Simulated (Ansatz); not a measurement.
Geometry optimisation, DFT PBE-D3(BJ), scalar-relativistic, plane waves, PAW in Ansatz 0.2.0.

input.yaml

```yaml
crystal:
  lattice:
    - [6.4988, 0.0, 0.0]
    - [0.0, 5.2054, 0.0]
    - [0.0, 0.0, 18.566147]
  atoms:
    - { symbol: Zn, position: [0.25, 0.0, 0.0538615] }
    - { symbol: Zn, position: [0.5, 0.5, 0.1043847] }
    - { symbol: O, position: [0.25, 0.3823, 0.0538615] }
    - { symbol: O, position: [0.5, 0.8823, 0.1043847] }
    - { symbol: Zn, position: [0.0, 0.0, 0.205431] }
    - { symbol: Zn, position: [0.25, 0.5, 0.2559542] }
    - { symbol: O, position: [0.0, 0.3823, 0.205431] }
    - { symbol: O, position: [0.25, 0.8823, 0.2559542] }
    - { symbol: Zn, position: [0.25, 0.0, 0.3570006] }
    - { symbol: Zn, position: [0.0, 0.5, 0.4075238] }
    - { symbol: O, position: [0.25, 0.3823, 0.3570006] }
    - { symbol: O, position: [0.0, 0.8823, 0.4075238] }
    - { symbol: Zn, position: [0.75, 0.0, 0.0538615] }
    - { symbol: Zn, position: [1.0, 0.5, 0.1043847] }
    - { symbol: O, position: [0.75, 0.3823, 0.0538615] }
    - { symbol: O, position: [1.0, 0.8823, 0.1043847] }
    - { symbol: Zn, position: [0.5, 0.0, 0.205431] }
    - { symbol: Zn, position: [0.75, 0.5, 0.2559542] }
    - { symbol: O, position: [0.5, 0.3823, 0.205431] }
    - { symbol: O, position: [0.75, 0.8823, 0.2559542] }
    - { symbol: Zn, position: [0.75, 0.0, 0.3570006] }
    - { symbol: Zn, position: [0.5, 0.5, 0.4075238] }
    - { symbol: O, position: [0.75, 0.3823, 0.3570006] }
    - { symbol: O, position: [0.5, 0.8823, 0.4075238] }
    - { symbol: F, position: [0.842278, 0.754043, 0.5136309] }
    - { symbol: H, position: [0.8893958, 0.9063711, 0.5351755] }
basis:
  ecutwfc: 420.0
kpoints:
  mp_grid: { grid: [2, 2, 1] }
hamiltonian:
  xc: pbe
  dispersion: d3bj
  pseudopotentials: { kind: paw, azcp: { folder: soft_1 } }
scf:
  occupations: { method: gaussian, width: 0.05 }
  lower_state_search: "off"
relax:
  f_tol: 0.03
  max_steps: 60
  adjacent_minimum: "off"
  constraints: [{ sites: [0, 1, 2, 3, 12, 13, 14, 15] }]
```

Launched with:

```bash
$ ansatz run input.yaml --threads 2 --pin off --max-ram 5120MiB --backend cpu --events-out ev --progress --plain --runs-dir out
```

Where does it end, and by what steps?

The run converged. The force dipped under the threshold on the way, but the program's further checks kept it going. Limits of this set-up: coarse k mesh, thin slab, slab without dipole correction. After 28 steps the energy has fallen by 2.499 eV; F25 moved furthest, 2.77 Å. Parted: F25–H26 (0.94 → 1.57 Å). Joined: Zn10–F25 (2.58 → 1.90 Å), O12–H26 (2.48 → 1.02 Å).

```
step  energy less start (eV)  largest force component (eV/Å)  accepted
   0                  0.0000                           1.650       yes
   1                 -0.6136                           1.300       yes
   2                 -1.0224                           2.544       yes
   3                 -1.2358                           1.865       yes
   4                 -1.3811                           1.124       yes
   5                 -1.4936                           0.603       yes
   6                 -1.5502                           0.245       yes
   7                 -1.5786                           0.209       yes
   8                 -1.6164                           0.143       yes
   9                 -1.6546                           0.182       yes
  10                 -1.6906                           0.263       yes
  11                 -1.7553                           0.651       yes
  12                 -1.9269                           0.567       yes
  13                 -2.0219                           1.105       yes
  14                 -1.4210                           4.119        no
  15                 -2.0758                           0.841       yes
  16                 -2.0962                           0.594       yes
  17                 -2.1185                           0.220       yes
  18                 -2.1393                           0.193       yes
  19                 -2.1715                           0.165       yes
  20                 -2.2042                           0.426       yes
  21                 -2.2470                           0.277       yes
  22                 -2.3099                           0.319       yes
  23                 -2.3840                           0.297       yes
  24                 -2.4547                           0.275       yes
  25                 -2.4921                           0.295       yes
  26                 -2.4963                           0.131       yes
  27                 -2.4990                           0.029       yes
  28                 -2.4990                           0.029       yes
```

```xyz
26
Lattice="6.4988 0.0000 0.0000 0.0000 5.2054 0.0000 0.0000 0.0000 18.5661" Properties=species:S:1:pos:R:3
Zn 1.625 0.000 1.000
Zn 3.249 2.603 1.938
O 1.625 1.990 1.000
O 3.249 4.593 1.938
Zn 0.002 0.061 3.835
Zn 1.610 2.658 4.773
O 0.002 2.030 3.859
O 1.620 4.647 4.778
Zn 1.683 0.066 6.688
Zn 0.005 2.620 7.770
O 1.591 2.041 6.682
O 0.003 4.600 7.639
Zn 4.874 0.000 1.000
Zn 6.499 2.603 1.938
O 4.874 1.990 1.000
O 6.499 4.593 1.938
Zn 3.254 0.061 3.844
Zn 4.895 2.657 4.781
O 3.255 2.037 3.882
O 4.885 4.647 4.782
Zn 4.825 0.065 6.693
Zn 3.250 2.786 7.311
O 4.916 2.042 6.692
O 3.252 4.639 7.598
F 6.528 1.386 9.209
H 6.509 5.212 8.454
```

Run time: 3.9 min on 2 threads of Arm Neoverse V2, on a shared host, peak memory 1.3 GiB.
